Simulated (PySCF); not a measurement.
# Al2H6Se2: NMR shieldings

Wanted: NMR shieldings for Al2H6Se2.

Computed with PySCF 2.14.0 and routines of our own; the level stands in each step. Atoms count from 0.

## Step 1: The system as given

10 atoms, charge 0, multiplicity 1; geometry from: GFN2-xTB.

## Step 2: NMR shieldings: PBE/pcSseg-1 Se:us-x2c-TZVPall-2c, spin–orbit

Job settings and geometry (Å):

```
{"job": {"kind": "hnmr", "xc": "PBE", "basis": {"default": "pcSseg-1", "Se": "us-x2c-TZVPall-2c"}, "rel": "so"}, "charge": 0, "multiplicity": 1}
Al    -0.541740    -1.220290     0.907940
H     -2.056100    -0.902420     0.992420
H      0.177820    -2.419630     1.551940
Se     0.563070     0.895300     1.645280
Al     1.080010     0.897630    -0.798890
H      0.189380     2.030710    -1.370400
H      2.599630     0.743650    -0.990170
Se    -0.055940    -1.197920    -1.542390
H     -0.691320     1.560240     1.290300
H     -1.264800    -0.387280    -1.686030
```

Level: PBE/pcSseg-1 Se:us-x2c-TZVPall-2c GIAO NMR shielding, X2C with spin-orbit coupling, screened-nuclear two-electron part, Gaussian nuclei, gas phase.

Launch:

```
> OMP_NUM_THREADS=1 python heavy_run.py task.json out
```

One launch serves the whole session: the jobs run in the order shown.

What it wrote:

```text
spin-free SCF
coarse grid: 42200 points
cycle   1  E = -5348.1424465977  dE = -5.753e-02  |g| = 4.533e-01  |ddm| = 3.099e+00
cycle   2  E = -5348.1568903131  dE = -1.444e-02  |g| = 3.144e-01  |ddm| = 7.142e-01
cycle   3  E = -5348.1696224279  dE = -1.273e-02  |g| = 6.921e-02  |ddm| = 3.472e-01
cycle   4  E = -5348.1709636599  dE = -1.341e-03  |g| = 3.478e-02  |ddm| = 1.142e-01
cycle   5  E = -5348.1713288796  dE = -3.652e-04  |g| = 8.286e-03  |ddm| = 4.093e-02
cycle   6  E = -5348.1713405092  dE = -1.163e-05  |g| = 9.502e-04  |ddm| = 8.287e-03
cycle   7  E = -5348.1713406672  dE = -1.580e-07  |g| = 1.825e-04  |ddm| = 1.102e-03
final grid: 82160 points
cycle   8  E = -5348.1712981204  dE = -1.433e-07  |g| = 2.654e-04  |ddm| = 2.155e-03
cycle   9  E = -5348.1712980825  dE =  3.790e-08  |g| = 4.189e-04  |ddm| = 7.705e-04
cycle  10  E = -5348.1712981442  dE = -6.172e-08  |g| = 1.603e-05  |ddm| = 4.760e-04
cycle  11  E = -5348.1712981443  dE = -4.547e-11  |g| = 4.165e-06  |ddm| = 1.991e-05
converged SCF energy = -5348.1712981443
two-component SCF
cycle   1  E = -5348.0622720329  dE = -5.348e+03  |FDS-SDF| = 1.139e+01
cycle   2  E = -5348.2966019665  dE = -2.343e-01  |FDS-SDF| = 1.053e-02
cycle   3  E = -5348.2966020346  dE = -6.813e-08  |FDS-SDF| = 2.352e-03
cycle   4  E = -5348.2966019283  dE =  1.063e-07  |FDS-SDF| = 2.011e-03
cycle   5  E = -5348.2966023445  dE = -4.162e-07  |FDS-SDF| = 1.757e-04
cycle   6  E = -5348.2966023541  dE = -9.598e-09  |FDS-SDF| = 4.472e-05
converged, E = -5348.2966023541

Field gradients (au) and densities at the nuclei (bohr^-3)
atom        Vxx        Vyy        Vzz        centre      nuclear mean
  0 Al     0.2803     0.6310    -0.9113       1260.926       1260.913
  1 H     -0.0645    -0.0648     0.1293          0.354          0.354
  2 H     -0.0670    -0.0676     0.1346          0.355          0.355
  3 Se    -1.1632    -2.0482     3.2114      35340.620      35316.701
  4 Al     0.2808     0.6303    -0.9111       1260.926       1260.913
  5 H     -0.0644    -0.0646     0.1289          0.354          0.354
  6 H     -0.0671    -0.0677     0.1348          0.355          0.355
  7 Se    -1.1640    -2.0454     3.2094      35340.612      35316.693
  8 H     -0.0948    -0.1008     0.1956          0.325          0.325
  9 H     -0.0952    -0.1012     0.1964          0.325          0.325
without picture change
  3 Se                           3.3081                     53243.043
  7 Se                           3.3061                     53243.031

Core orbital energies (eV)
atom   shell        mean    spread
  0 Al 1s        -1510.174   0.000
  0 Al 2s         -107.497   0.000
  0 Al 2p1/2       -69.318   0.000
  0 Al 2p3/2       -68.877   0.120
  3 Se 1s       -12491.687   0.000
  3 Se 2s        -1606.393   0.000
  3 Se 3s         -213.058   0.000
  3 Se 4s          -18.815   0.000
  3 Se 2p1/2     -1440.913   0.000
  3 Se 2p3/2     -1399.654   0.034
  3 Se 3p1/2      -156.530   0.000
  3 Se 3p3/2      -150.695   0.111
  3 Se 3d3/2       -53.359   0.123
  3 Se 3d5/2       -52.512   0.162
  4 Al 1s        -1510.173   0.000
  4 Al 2s         -107.496   0.000
  4 Al 2p1/2       -69.317   0.000
  4 Al 2p3/2       -68.876   0.120
  7 Se 1s       -12491.685   0.000
  7 Se 2s        -1606.393   0.000
  7 Se 3s         -213.058   0.000
  7 Se 4s          -18.817   0.000
  7 Se 2p1/2     -1440.912   0.000
  7 Se 2p3/2     -1399.653   0.034
  7 Se 3p1/2      -156.529   0.000
  7 Se 3p3/2      -150.694   0.111
  7 Se 3d3/2       -53.358   0.123
  7 Se 3d5/2       -52.511   0.163

Shielding tensors (ppm)
atom      isotropic    diamagn.    paramagn.     s11        s22        s33       span
  0 Al      405.73      783.94     -378.21     385.24     395.46     436.49      51.26
  1 H        25.86       28.90       -3.04      22.64      23.65      31.31       8.67
  2 H        27.18       28.18       -1.00      23.27      25.87      32.42       9.15
  3 Se     2477.72     2878.33     -400.62    2294.94    2389.98    2748.22     453.28
  4 Al      405.77      783.94     -378.16     385.21     395.66     436.45      51.24
  5 H        25.86       28.88       -3.03      22.63      23.64      31.30       8.67
  6 H        27.18       28.19       -1.01      23.26      25.87      32.42       9.16
  7 Se     2477.48     2878.32     -400.85    2295.67    2389.11    2747.65     451.99
  8 H        32.45       30.15        2.30      25.38      28.85      43.12      17.75
  9 H        32.46       30.17        2.29      25.38      28.84      43.17      17.79
```

Wall time 2.1 min (1 thread of Arm Neoverse N1, shared host); peak memory 0.92 GiB.

Key values:

```csv
quantity,value
energy from spin-orbit coupling,-0.1253 Eh
```

## Step 3: NMR shieldings: PBE/pcSseg-1 Se:us-x2c-TZVPall-2c, spin-free

Settings changed since step 2:

```diff
@@ -1,2 +1,2 @@
-{"job": {"kind": "hnmr", "xc": "PBE", "basis": {"default": "pcSseg-1", "Se": "us-x2c-TZVPall-2c"}, "rel": "so"}, "charge": 0, "multiplicity": 1}
+{"job": {"kind": "hnmr", "xc": "PBE", "basis": {"default": "pcSseg-1", "Se": "us-x2c-TZVPall-2c"}, "rel": "sf"}, "charge": 0, "multiplicity": 1}
 Al    -0.541740    -1.220290     0.907940
```

Method: PBE/pcSseg-1 Se:us-x2c-TZVPall-2c GIAO NMR shielding, spin-free X2C, Gaussian nuclei, gas phase.

What it wrote:

```text
spin-free SCF
coarse grid: 42200 points
cycle   1  E = -5348.1424465977  dE = -5.753e-02  |g| = 4.533e-01  |ddm| = 3.099e+00
cycle   2  E = -5348.1568903131  dE = -1.444e-02  |g| = 3.144e-01  |ddm| = 7.142e-01
cycle   3  E = -5348.1696224279  dE = -1.273e-02  |g| = 6.921e-02  |ddm| = 3.472e-01
cycle   4  E = -5348.1709636599  dE = -1.341e-03  |g| = 3.478e-02  |ddm| = 1.142e-01
cycle   5  E = -5348.1713288796  dE = -3.652e-04  |g| = 8.286e-03  |ddm| = 4.093e-02
cycle   6  E = -5348.1713405092  dE = -1.163e-05  |g| = 9.502e-04  |ddm| = 8.287e-03
cycle   7  E = -5348.1713406672  dE = -1.580e-07  |g| = 1.825e-04  |ddm| = 1.102e-03
final grid: 82160 points
cycle   8  E = -5348.1712981204  dE = -1.433e-07  |g| = 2.654e-04  |ddm| = 2.155e-03
cycle   9  E = -5348.1712980825  dE =  3.790e-08  |g| = 4.189e-04  |ddm| = 7.705e-04
cycle  10  E = -5348.1712981442  dE = -6.172e-08  |g| = 1.603e-05  |ddm| = 4.760e-04
cycle  11  E = -5348.1712981443  dE = -4.547e-11  |g| = 4.165e-06  |ddm| = 1.991e-05
converged SCF energy = -5348.1712981443
check of the scalar solution
cycle   1  E = -5348.1712981442  dE = -5.348e+03  |FDS-SDF| = 4.165e-06
cycle   2  E = -5348.1712981443  dE = -6.730e-11  |FDS-SDF| = 3.516e-06
converged, E = -5348.1712981443

Field gradients (au) and densities at the nuclei (bohr^-3)
atom        Vxx        Vyy        Vzz        centre      nuclear mean
  0 Al     0.2804     0.6308    -0.9112       1260.928       1260.914
  1 H     -0.0645    -0.0648     0.1293          0.354          0.354
  2 H     -0.0670    -0.0676     0.1346          0.355          0.355
  3 Se    -1.1639    -2.0488     3.2127      35338.410      35314.491
  4 Al     0.2809     0.6301    -0.9111       1260.928       1260.914
  5 H     -0.0644    -0.0646     0.1289          0.354          0.354
  6 H     -0.0671    -0.0677     0.1348          0.355          0.355
  7 Se    -1.1648    -2.0459     3.2107      35338.402      35314.483
  8 H     -0.0948    -0.1008     0.1956          0.325          0.325
  9 H     -0.0952    -0.1012     0.1964          0.325          0.325
without picture change
  3 Se                           3.3099                     53243.477
  7 Se                           3.3079                     53243.465

Core orbital energies (eV)
atom   shell        mean    spread
  0 Al 1s        -1510.173   0.000
  0 Al 2s         -107.496   0.000
  0 Al 2p          -69.024   0.179
  3 Se 1s       -12491.861   0.000
  3 Se 2s        -1606.424   0.000
  3 Se 3s         -213.064   0.000
  3 Se 4s          -18.817   0.000
  3 Se 2p        -1413.201   0.056
  3 Se 3p         -152.610   0.180
  3 Se 3d          -52.853   0.195
  4 Al 1s        -1510.173   0.000
  4 Al 2s         -107.495   0.000
  4 Al 2p          -69.023   0.179
  7 Se 1s       -12491.860   0.000
  7 Se 2s        -1606.423   0.000
  7 Se 3s         -213.063   0.000
  7 Se 4s          -18.819   0.000
  7 Se 2p        -1413.200   0.056
  7 Se 3p         -152.609   0.180
  7 Se 3d          -52.853   0.195

Shielding tensors (ppm)
atom      isotropic    diamagn.    paramagn.     s11        s22        s33       span
  0 Al      402.72      791.96     -389.24     386.00     393.11     429.05      43.04
  1 H        26.24       28.90       -2.66      22.33      24.92      31.47       9.14
  2 H        26.54       28.22       -1.68      22.25      25.14      32.23       9.97
  3 Se     2219.64     3014.65     -795.01    2028.60    2113.08    2517.26     488.66
  4 Al      402.79      791.96     -389.18     385.99     393.41     428.96      42.96
  5 H        26.23       28.88       -2.65      22.32      24.91      31.46       9.14
  6 H        26.55       28.22       -1.68      22.26      25.15      32.23       9.97
  7 Se     2219.38     3014.64     -795.26    2029.38    2112.19    2516.57     487.18
  8 H        29.69       30.15       -0.45      21.53      24.20      43.35      21.82
  9 H        29.71       30.17       -0.46      21.54      24.20      43.40      21.86
```

Run time: 44 s. Hardware: 1 thread of Arm Neoverse N1, shared host; peak memory 0.96 GiB.

## Step 4: Shieldings side by side

```csv
run,Se7,Se3,Al0,Al4,H8,H9,H2,time
"step 2, PBE/pcSseg-1 Se:us-x2c-TZVPall-2c, spin–orbit",2477.5,2477.7,405.7,405.8,32.5,32.5,27.2,2.1 min
"step 3, PBE/pcSseg-1 Se:us-x2c-TZVPall-2c, spin-free",2219.4,2219.6,402.7,402.8,29.7,29.7,26.5,44 s
```

## Step 5: Outcome

| quantity | value |
| --- | --- |
| energy from spin-orbit coupling (step 2, PBE/pcSseg-1 Se:us-x2c-TZVPall-2c, spin–orbit) | -0.1253 Eh |
| shieldings (step 2, PBE/pcSseg-1 Se:us-x2c-TZVPall-2c, spin–orbit) | Al0 405.7, Se3 2477.7, Al4 405.8, Se7 2477.5 ppm |
| shieldings (step 3, PBE/pcSseg-1 Se:us-x2c-TZVPall-2c, spin-free) | Al0 402.7, Se3 2219.6, Al4 402.8, Se7 2219.4 ppm |

Se7 (with its equivalent atoms) moves most between the runs, by 258 ppm; the labels say what changes from run to run. The geometry comes from tight binding, which is rough for metal atoms, and these values hang on it.
